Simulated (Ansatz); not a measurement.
# Ni: the cost of one run

Method: DFT PBE, PAW, plane waves, scalar-relativistic, in Ansatz 0.2.0.

## Step 1: Starting point

The structure is cubic, space group Fm-3m (No. 225). Conventional cell: a = 3.556 Å, b = 3.556 Å, c = 3.556 Å, α = 90.00°, β = 90.00°, γ = 90.00°. Ni (site symmetry m-3m) is surrounded by 12 Ni at 2.51 Å.

Coordinates:

```xyz
2
Lattice="0.0000 1.7780 1.7780 3.5560 0.0000 3.5560 1.7780 1.7780 0.0000" Properties=species:S:1:pos:R:3 pbc="T T T"
Ni    0.0000    0.0000    0.0000
Ni    1.7780    0.0000    1.7780
```

Atoms are counted from 1 in the order of input.yaml (Ni2 and so on).

The first starts: parallel moments, plain SCF; opposed moments +-, plain SCF; no spin polarisation; spin on, no moments given (the program may seed its own), plain SCF. What is tried next depends on their ends.

A plain SCF has the search for lower states switched off and ends at the first converged state. 

Moments by site are taken inside atomic spheres; the rest lies between them.

## Step 2: Parallel moments, plain SCF

The input, input.yaml:

```yaml
crystal:
  lattice:
    - [0.0, 1.778, 1.778]
    - [3.556, 0.0, 3.556]
    - [1.778, 1.778, 0.0]
  atoms:
    - { symbol: Ni, position: [0.0, 0.0, 0.0], spin: 2.0 }
    - { symbol: Ni, position: [0.0, 0.5, 0.0], spin: 2.0 }
magnetization:
  spin_polarized: true
hamiltonian:
  xc: pbe
  pseudopotentials: { kind: paw }
basis:
  ecutwfc: 420
kpoints:
  mp_grid: { grid: [12, 6, 12] }
scf:
  occupations: { method: fermi_dirac, width: 0.1 }
  lower_state_search: "off"
output:
  forces: true
  stress: true
```

What time and memory should one allow on 2 threads of an x86-64 CPU, shared host?

About 4.2 s, with a peak of 0.41 GiB.
